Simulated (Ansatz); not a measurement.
**BCl2GeH3: single points with varied inputs**

How do the results and run time of BCl2GeH3 respond when the settings are drawn wide?

Program: Ansatz 0.2.0, Gaussian basis. Level of theory: the settings change from run to run. These are calculated values, not measurements.

## 1. The geometry

An earlier PBE0-D4 in a triple-zeta def2 set relaxation fixed the geometry.

SMILES `Cl[B](Cl)[GeH3]`, 7 atoms, charge 0, spin multiplicity 1.

Atoms are counted from 1 here; the program's logs count them from 0.

Bond lengths: Cl1–B2 1.741 Å, B2–Cl3 1.743 Å, B2–Ge4 2.068 Å, Ge4–H5 1.538 Å, Ge4–H6 1.538 Å, Ge4–H7 1.535 Å. Angles: Cl1–B2–Cl3 118.5°, Cl1–B2–Ge4 121.7°, Cl3–B2–Ge4 119.8°, B2–Ge4–H5 109.4°, B2–Ge4–H6 109.3°, B2–Ge4–H7 111.8°, H5–Ge4–H6 107.9°, H5–Ge4–H7 109.2°, H6–Ge4–H7 109.2°.

## 2. BHLYP/cc-pVTZ-DK

This run has atoms shaken by 0.03 Å, a grid of angular degree 23, D3(BJ) dispersion.

in.yaml

```yaml
crystal:
  periodic: [false, false, false]
  atoms:
    - {symbol: Cl, position_ang: [1.736076, -1.455654, 1.205453]}
    - {symbol: B, position_ang: [0.209469, -0.998991, 0.518545]}
    - {symbol: Cl, position_ang: [-1.062923, -2.232232, 0.604797]}
    - {symbol: Ge, position_ang: [-0.093184, 0.750408, -0.394088]}
    - {symbol: H, position_ang: [-0.538370, 0.606318, -1.861763]}
    - {symbol: H, position_ang: [-1.268242, 1.508905, 0.313688]}
    - {symbol: H, position_ang: [1.131354, 1.689308, -0.347302]}
basis:
  gaussian: {orbitals: cc-pVTZ-DK, final_grid: {core_spheres: 8, valence_spheres: 7, degree: 23}}
hamiltonian: {xc: {name: BHLYP}, dispersion: d3bj}
```

On the command line:

```sh
> ansatz run in.yaml --threads 2 --pin off --events-out ev --progress --plain --max-ram 32768MiB --backend cpu
```

Log:

```text
Functional definition: BHLYP
  name "BHLYP"
  cite "Becke, J. Chem. Phys. 98, 1372 (1993) doi:10.1063/1.464304"
  cite "Becke, Phys. Rev. A 38, 3098 (1988) doi:10.1103/PhysRevA.38.3098"
  cite "Lee, Yang & Parr, Phys. Rev. B 37, 785 (1988) doi:10.1103/PhysRevB.37.785"
  parameter a = 0.5
  exchange = (1 - a)*b88_x + a*exact_x
  correlation = lyp_c
1555 factors; their error is unknown
mean field evaluation 1: about -82959.9436 eV, gradient 1.3e1 eV
mean field evaluation 2: about -82960.3111 eV, gradient 6.7e0 eV
mean field evaluation 4: about -82960.3777 eV, gradient 6.2e-1 eV
mean field evaluation 8: about -82961.2519 eV, gradient 1.1e0 eV
mean field evaluation 16: about -82961.2526 eV, gradient 3.4e-5 eV
mean field -82961.25255336 eV, -3048.7697981795 hartree, gradient 3.4e-5 eV, S^2 0.000000; 0 other end points of the search recorded, 0 dependent functions left out
reference -82961.25278295 eV, -3048.7698066166 hartree; 37, 37 occupied and 146, 146 virtual orbitals, 1555 factors
Total energy: -82961.54897964 eV, -3048.7806916442 hartree
Relativity: scalar
```

Wall time 5.5 s (2 threads, shared host); peak memory 0.49 GiB.

## 3. wPBEh/aug-cc-pVDZ

Set apart from the defaults: coordinates scaled by 1.05, a grid of angular degree 23.

in.yaml

```yaml
crystal:
  periodic: [false, false, false]
  atoms:
    - {symbol: Cl, position_ang: [1.836957, -1.499585, 1.269094]}
    - {symbol: B, position_ang: [0.216755, -1.072982, 0.537072]}
    - {symbol: Cl, position_ang: [-1.136561, -2.301354, 0.634917]}
    - {symbol: Ge, position_ang: [-0.129290, 0.838449, -0.432835]}
    - {symbol: H, position_ang: [-0.584011, 0.588579, -1.961760]}
    - {symbol: H, position_ang: [-1.329414, 1.611038, 0.322021]}
    - {symbol: H, position_ang: [1.189928, 1.764557, -0.416494]}
basis:
  gaussian: {orbitals: aug-cc-pVDZ, final_grid: {core_spheres: 8, valence_spheres: 7, degree: 23}}
hamiltonian: {xc: {name: wPBEh}}
output: {forces: true}
```

Launched as before.

Log, shortened:

```text
Functional definition: wPBEh
  name "wPBEh"
  cite "Heyd, Scuseria & Ernzerhof, J. Chem. Phys. 118, 8207 (2003) doi:10.1063/1.1564060"
  cite "Krukau, Vydrov, Izmaylov & Scuseria, J. Chem. Phys. 125, 224106 (2006) doi:10.1063/1.2404663"
  cite "Heyd & Scuseria, J. Chem. Phys. 120, 7274 (2004) doi:10.1063/1.1668634"
  cite "Ernzerhof & Perdew, J. Chem. Phys. 109, 3313 (1998) doi:10.1063/1.476928"
  cite "Perdew, Burke & Ernzerhof, Phys. Rev. Lett. 77, 3865 (1996) doi:10.1103/PhysRevLett.77.3865"
  parent pbe
[...]
1421 factors; integrals over basis functions are off by at most 6.1e-4 eV
182 factors; integrals over basis functions are off by at most 1.0e-6 eV
[...]
mean field -82274.41494248 eV, -3023.5289815347 hartree, gradient 1.5e-5 eV, S^2 0.000000; 0 other end points of the search recorded, 0 dependent functions left out
[...]
reference -82274.41500746 eV, -3023.5289839227 hartree; 37, 37 occupied and 103, 103 virtual orbitals, 1421 factors
Total energy: -82274.41500746 eV, -3023.5289839227 hartree
Atom 0 at     1.836957    -1.499585     1.269094 Å, force    -1.459970     0.310793    -0.626796 eV/Å
Atom 1 at     0.216755    -1.072982     0.537072 Å, force     0.040383    -0.330982     0.162257 eV/Å
Atom 2 at    -1.136561    -2.301354     0.634917 Å, force     1.239945     1.033386    -0.048463 eV/Å
Atom 3 at    -0.129290     0.838449    -0.432835 Å, force    -0.056869     0.032641    -0.032225 eV/Å
Atom 4 at    -0.584011     0.588579    -1.961760 Å, force     0.307970     0.137175     1.018895 eV/Å
Atom 5 at    -1.329414     1.611038     0.322021 Å, force     0.797073    -0.533854    -0.480534 eV/Å
Atom 6 at     1.189928     1.764557    -0.416494 Å, force    -0.868531    -0.649159     0.006867 eV/Å
Dipole moment:    -0.015626     0.145560    -0.070545 e Å
```

Wall time 8 s (2 threads, shared host).

Largest force 1.619 eV/Å, dipole 0.78 D.

## 4. LC-wPBE/pcseg-2

Set apart from the defaults: atoms shaken by 0.08 Å, relativity set to scalar.

in.yaml

```yaml
crystal:
  periodic: [false, false, false]
  atoms:
    - {symbol: Cl, position_ang: [1.703487, -1.433917, 1.196498]}
    - {symbol: B, position_ang: [0.237394, -0.978577, 0.357076]}
    - {symbol: Cl, position_ang: [-0.999640, -2.125173, 0.609366]}
    - {symbol: Ge, position_ang: [-0.255084, 0.858144, -0.467940]}
    - {symbol: H, position_ang: [-0.674821, 0.495149, -2.006935]}
    - {symbol: H, position_ang: [-1.248121, 1.499918, 0.291692]}
    - {symbol: H, position_ang: [1.277847, 1.758966, -0.356821]}
basis:
  gaussian: {orbitals: pcseg-2}
hamiltonian: {xc: {name: LC-wPBE}, pseudopotentials: {relativity: scalar}}
output: {forces: true}
```

Same command.

Log, shortened:

```text
Functional definition: LC-wPBE
  name "LC-wPBE"
  cite "Vydrov & Scuseria, J. Chem. Phys. 125, 234109 (2006) doi:10.1063/1.2409292"
  cite "Heyd & Scuseria, J. Chem. Phys. 120, 7274 (2004) doi:10.1063/1.1668634"
  cite "Ernzerhof & Perdew, J. Chem. Phys. 109, 3313 (1998) doi:10.1063/1.476928"
  cite "Perdew, Burke & Ernzerhof, Phys. Rev. Lett. 77, 3865 (1996) doi:10.1103/PhysRevLett.77.3865"
  parent pbe
[...]
1246 factors; their error is unknown
304 factors; integrals over basis functions are off by at most 8.7e-5 eV
[...]
mean field -82815.34301567 eV, -3043.4077215702 hartree, gradient 2.6e-5 eV, S^2 0.000000; 0 other end points of the search recorded, 0 dependent functions left out
[...]
reference -82815.34301568 eV, -3043.4077215705 hartree; 37, 37 occupied and 146, 146 virtual orbitals, 1246 factors
Total energy: -82815.34301568 eV, -3043.4077215705 hartree
Relativity: scalar
Atom 0 at     1.703487    -1.433917     1.196498 Å, force     0.251545     0.515878    -0.483140 eV/Å
Atom 1 at     0.237394    -0.978577     0.357076 Å, force     0.315953     0.417778     0.911745 eV/Å
Atom 2 at    -0.999640    -2.125173     0.609366 Å, force    -1.052593    -0.636474    -0.306584 eV/Å
Atom 3 at    -0.255084     0.858144    -0.467940 Å, force     4.362540    -0.921473    -2.491196 eV/Å
Atom 4 at    -0.674821     0.495149    -2.006935 Å, force     0.418871     0.727432     1.645412 eV/Å
Atom 5 at    -1.248121     1.499918     0.291692 Å, force    -1.751012     1.113200     1.133059 eV/Å
Atom 6 at     1.277847     1.758966    -0.356821 Å, force    -2.545304    -1.216341    -0.409296 eV/Å
Dipole moment:    -0.174556     0.122815    -0.069818 e Å
```

It took 7.5 s on 2 threads, shared host.

Largest force 5.108 eV/Å, dipole 1.08 D.

## 5. SPW92/aug-pcseg-2

Options: charge +1, multiplicity 2.

in.yaml

```yaml
crystal:
  periodic: [false, false, false]
  atoms:
    - {symbol: Cl, position_ang: [1.749483, -1.428176, 1.208661]}
    - {symbol: B, position_ang: [0.206434, -1.021888, 0.511498]}
    - {symbol: Cl, position_ang: [-1.082439, -2.191765, 0.604683]}
    - {symbol: Ge, position_ang: [-0.123133, 0.798523, -0.412224]}
    - {symbol: H, position_ang: [-0.556201, 0.560552, -1.868343]}
    - {symbol: H, position_ang: [-1.266108, 1.534322, 0.306687]}
    - {symbol: H, position_ang: [1.133265, 1.680531, -0.396661]}
basis:
  gaussian: {orbitals: aug-pcseg-2}
total_charge: 1
magnetization: {spin_polarized: true, initial_magnetization: 1}
hamiltonian: {xc: {name: SPW92}}
output: {forces: true}
```

Launched as before.

Log, shortened:

```text
Functional definition: SPW92
  name "SPW92"
  cite "Dirac, Proc. Camb. Phil. Soc. 26, 376 (1930) doi:10.1017/S0305004100016108"
  cite "Slater, Phys. Rev. 81, 385 (1951) doi:10.1103/PhysRev.81.385"
  cite "Perdew & Wang, Phys. Rev. B 45, 13244 (1992) doi:10.1103/PhysRevB.45.13244"
[...]
1454 factors; their error is unknown
[...]
mean field -82108.59959235 eV, -3017.4353798111 hartree, gradient 1.7e-5 eV, S^2 0.750851; 6 other end points of the search recorded, 0 dependent functions left out
[...]
reference -82108.59966083 eV, -3017.4353823277 hartree; 37, 36 occupied and 237, 238 virtual orbitals, 1454 factors
Total energy: -82108.59966083 eV, -3017.4353823277 hartree
Atom 0 at     1.749483    -1.428176     1.208661 Å, force    -0.779539     1.044696    -0.728153 eV/Å
Atom 1 at     0.206434    -1.021888     0.511498 Å, force     0.435700    -3.069499     1.520990 eV/Å
Atom 2 at    -1.082439    -2.191765     0.604683 Å, force     0.400350     1.329229    -0.461516 eV/Å
Atom 3 at    -0.123133     0.798523    -0.412224 Å, force    -0.252682     1.954538    -0.960510 eV/Å
Atom 4 at    -0.556201     0.560552    -1.868343 Å, force     0.041590    -0.519647     0.043814 eV/Å
Atom 5 at    -1.266108     1.534322     0.306687 Å, force    -0.060542    -0.381367     0.354942 eV/Å
Atom 6 at     1.133265     1.680531    -0.396661 Å, force     0.215122    -0.357949     0.230433 eV/Å
Dipole moment:    -0.001164    -0.013111     0.005722 e Å
```

It took 24 s on 2 threads, shared host; peak memory 0.73 GiB.

Largest force 3.453 eV/Å, ⟨S²⟩ 0.751.

## 6. BLYP/def2-mTZVPP

This run has the search for lower states set to off.

in.yaml, as its differences from that of step 5:

```diff
@@ -11,6 +11,5 @@
 basis:
-  gaussian: {orbitals: aug-pcseg-2}
-total_charge: 1
-magnetization: {spin_polarized: true, initial_magnetization: 1}
-hamiltonian: {xc: {name: SPW92}}
+  gaussian: {orbitals: def2-mTZVPP}
+hamiltonian: {xc: {name: BLYP}}
+scf: {lower_state_search: off}
 output: {forces: true}
```

Same command.

Log, shortened:

```text
Functional definition: BLYP
  name "BLYP"
  cite "Becke, Phys. Rev. A 38, 3098 (1988) doi:10.1103/PhysRevA.38.3098"
  cite "Lee, Yang & Parr, Phys. Rev. B 37, 785 (1988) doi:10.1103/PhysRevB.37.785"
[...]
1215 factors; their error is unknown
[...]
mean field -82291.90529225 eV, -3024.1717400333 hartree, gradient 3.9e-6 eV, S^2 0.000000; 0 other end points of the search recorded, 0 dependent functions left out
[...]
reference -82291.90564884 eV, -3024.1717531378 hartree; 37, 37 occupied and 87, 87 virtual orbitals, 1215 factors
Total energy: -82291.90564884 eV, -3024.1717531378 hartree
Atom 0 at     1.749483    -1.428176     1.208661 Å, force     0.624611    -0.147262     0.274430 eV/Å
Atom 1 at     0.206434    -1.021888     0.511498 Å, force    -0.052133     0.330215    -0.165197 eV/Å
Atom 2 at    -1.082439    -2.191765     0.604683 Å, force    -0.527438    -0.465694     0.032200 eV/Å
Atom 3 at    -0.123133     0.798523    -0.412224 Å, force     0.014684     0.076982    -0.030073 eV/Å
Atom 4 at    -0.556201     0.560552    -1.868343 Å, force    -0.050858     0.001604    -0.156113 eV/Å
Atom 5 at    -1.266108     1.534322     0.306687 Å, force    -0.120310     0.096884     0.056346 eV/Å
Atom 6 at     1.133265     1.680531    -0.396661 Å, force     0.111444     0.107270    -0.011594 eV/Å
Dipole moment:    -0.006480     0.064425    -0.031094 e Å
Checks for a lower state left out: stability, starts, cluster_reference, orbital_swaps, neighbouring_geometries, increment
```

It took 2.7 s on 2 threads, shared host.

Largest force 0.704 eV/Å, dipole 0.35 D.

## 7. MP2/def2-mTZVP

This run has coordinates scaled by 0.92, relativity set to none.

in.yaml

```yaml
crystal:
  periodic: [false, false, false]
  atoms:
    - {symbol: Cl, position_ang: [1.609524, -1.313922, 1.111968]}
    - {symbol: B, position_ang: [0.189919, -0.940137, 0.470578]}
    - {symbol: Cl, position_ang: [-0.995844, -2.016424, 0.556309]}
    - {symbol: Ge, position_ang: [-0.113283, 0.734641, -0.379246]}
    - {symbol: H, position_ang: [-0.511705, 0.515708, -1.718876]}
    - {symbol: H, position_ang: [-1.164820, 1.411576, 0.282152]}
    - {symbol: H, position_ang: [1.042604, 1.546088, -0.364928]}
basis:
  gaussian: {orbitals: def2-mTZVP}
hamiltonian: {xc: {name: HF}, pseudopotentials: {relativity: none}}
correlation: {method: mp2}
```

Same command.

Log:

```text
Functional definition: HF
  name "HF"
  cite "Fock, Z. Phys. 61, 126 (1930) doi:10.1007/BF01340294"
  parent pbe
  exchange = exact_x
  correlation = 0
996 factors; integrals over basis functions are off by at most 1.0e-3 eV
mean field evaluation 1: about -82199.3481 eV, gradient 1.6e1 eV
mean field evaluation 2: about -82199.3836 eV, gradient 1.6e1 eV
mean field evaluation 4: about -82200.4674 eV, gradient 2.6e0 eV
mean field evaluation 8: about -82200.4887 eV, gradient 1.7e-1 eV
mean field -82200.48879575 eV, -3020.8122457514 hartree, gradient 8.8e-6 eV, S^2 0.000000; 0 other end points of the search recorded, 0 dependent functions left out
20 core orbitals not correlated: weight in the atoms' cores, before any rotation towards them, 1.000 or more for the frozen orbitals, at most 0.000 for the correlated occupied ones
reference -82200.48879575 eV, -3020.8122457514 hartree; 17, 17 occupied and 71, 71 virtual orbitals, 996 factors
second order -15.63317912 eV of doubles, -0.00000000 eV of singles
Total energy: -82216.12197488 eV, -3021.3867544876 hartree
```

Wall time 4 s (2 threads, shared host).

## 8. PBEsol/cc-pVDZ

Set apart from the defaults: a point charge of 1.00 e beside it, the search for lower states set to full.

in.yaml

```yaml
crystal:
  periodic: [false, false, false]
  atoms:
    - {symbol: Cl, position_ang: [1.749483, -1.428176, 1.208661]}
    - {symbol: B, position_ang: [0.206434, -1.021888, 0.511498]}
    - {symbol: Cl, position_ang: [-1.082439, -2.191765, 0.604683]}
    - {symbol: Ge, position_ang: [-0.123133, 0.798523, -0.412224]}
    - {symbol: H, position_ang: [-0.556201, 0.560552, -1.868343]}
    - {symbol: H, position_ang: [-1.266108, 1.534322, 0.306687]}
    - {symbol: H, position_ang: [1.133265, 1.680531, -0.396661]}
basis:
  gaussian: {orbitals: cc-pVDZ, point_charges: [{charge: 1.00, position_ang: [5.502, -0.018, 0.839]}]}
hamiltonian: {xc: {name: PBEsol}}
scf: {lower_state_search: full}
```

Same command.

Log:

```text
Functional definition: PBEsol
  name "PBEsol"
  cite "Perdew et al., Phys. Rev. Lett. 100, 136406 (2008) doi:10.1103/PhysRevLett.100.136406"
  cite "Perdew, Burke & Ernzerhof, Phys. Rev. Lett. 77, 3865 (1996) doi:10.1103/PhysRevLett.77.3865"
  parent pbesol
  exchange = pbesol_x
  correlation = pbesol_c
1231 factors; their error is unknown
mean field evaluation 1: about -82186.8183 eV, gradient 2.0e1 eV
mean field evaluation 2: about -82185.9011 eV, gradient 2.7e1 eV
mean field evaluation 4: about -82188.1570 eV, gradient 1.2e0 eV
mean field evaluation 8: about -82188.1627 eV, gradient 1.5e-2 eV
mean field evaluation 16: about -82186.7644 eV, gradient 2.0e1 eV
mean field -82188.10802519 eV, -3020.3572608251 hartree, gradient 5.4e-5 eV, S^2 0.000000; 0 other end points of the search recorded, 0 dependent functions left out
reference -82188.10806149 eV, -3020.3572621592 hartree; 37, 37 occupied and 55, 55 virtual orbitals, 1231 factors
Total energy: -82188.10806149 eV, -3020.3572621592 hartree
```

Wall time 3.2 s (2 threads, shared host).

## 9. BHLYP/def2-SVP

This run has charge +1, multiplicity 2, D3(BJ) dispersion.

in.yaml, as its differences from that of step 8:

```diff
@@ -11,4 +11,6 @@
 basis:
-  gaussian: {orbitals: cc-pVDZ, point_charges: [{charge: 1.00, position_ang: [5.502, -0.018, 0.839]}]}
-hamiltonian: {xc: {name: PBEsol}}
-scf: {lower_state_search: full}
+  gaussian: {orbitals: def2-SVP}
+total_charge: 1
+magnetization: {spin_polarized: true, initial_magnetization: 1}
+hamiltonian: {xc: {name: BHLYP}, dispersion: d3bj}
+output: {forces: true}
```

Same command.

Log, shortened:

```text
Functional definition: BHLYP
  name "BHLYP"
  cite "Becke, J. Chem. Phys. 98, 1372 (1993) doi:10.1063/1.464304"
  cite "Becke, Phys. Rev. A 38, 3098 (1988) doi:10.1103/PhysRevA.38.3098"
  cite "Lee, Yang & Parr, Phys. Rev. B 37, 785 (1988) doi:10.1103/PhysRevB.37.785"
[...]
933 factors; integrals over basis functions are off by at most 1.3e-3 eV
[...]
mean field -82263.70549751 eV, -3023.1354166912 hartree, gradient 1.4e-5 eV, S^2 0.756306; 2 other end points of the search recorded, 0 dependent functions left out
[...]
reference -82263.70566392 eV, -3023.1354228065 hartree; 37, 36 occupied and 60, 61 virtual orbitals, 933 factors
Total energy: -82264.00003861 eV, -3023.1462408769 hartree
Atom 0 at     1.749483    -1.428176     1.208661 Å, force    -0.779601     1.181481    -0.789165 eV/Å
Atom 1 at     0.206434    -1.021888     0.511498 Å, force     0.644996    -4.232047     2.110037 eV/Å
Atom 2 at    -1.082439    -2.191765     0.604683 Å, force     0.352452     1.462565    -0.536938 eV/Å
Atom 3 at    -0.123133     0.798523    -0.412224 Å, force    -0.559489     3.324196    -1.673403 eV/Å
Atom 4 at    -0.556201     0.560552    -1.868343 Å, force     0.132321    -0.620118     0.245654 eV/Å
Atom 5 at    -1.266108     1.534322     0.306687 Å, force     0.093732    -0.569433     0.361807 eV/Å
Atom 6 at     1.133265     1.680531    -0.396661 Å, force     0.115588    -0.546644     0.282008 eV/Å
Dipole moment:    -0.008163     0.062643    -0.030638 e Å
```

It took 15 s on 2 threads, shared host.

Largest force 4.773 eV/Å, ⟨S²⟩ 0.756.

## 10. The runs in one table

```tsv
level	charge	multiplicity	geometry	functions	energy (eV)	time
BHLYP/cc-pVTZ-DK	0	1	shaken	183	-82961.549	5.5 s
wPBEh/aug-cc-pVDZ	0	1	scaled	140	-82274.415	8 s
LC-wPBE/pcseg-2	0	1	shaken	183	-82815.343	7.5 s
SPW92/aug-pcseg-2	1	2	relaxed	274	-82108.600	24 s
BLYP/def2-mTZVPP	0	1	relaxed	124	-82291.906	2.7 s
MP2/def2-mTZVP	0	1	scaled	108	-82216.122	4 s
PBEsol/cc-pVDZ	0	1	relaxed, point charge	92	-82188.108	3.2 s
BHLYP/def2-SVP	1	2	relaxed	97	-82264.000	15 s
```

## 11. What came out

| quantity | value |
| --- | --- |
| runs | 8 |
| quickest | BLYP/def2-mTZVPP, 2.7 s |
| slowest | SPW92/aug-pcseg-2, 24 s |

The runs differ in state or geometry as well as level, so their energies can't be set against each other. SPW92/aug-pcseg-2 took 9 times as long as BLYP/def2-mTZVPP. The jobs differ in tasks and options as well as level. At the PBE0-D4/def2-TZVP geometry and in the same state, runs without warnings or point charges leave forces up to 0.70 eV/Å (BLYP/def2-mTZVPP), against 5.1 eV/Å where the atoms were moved.
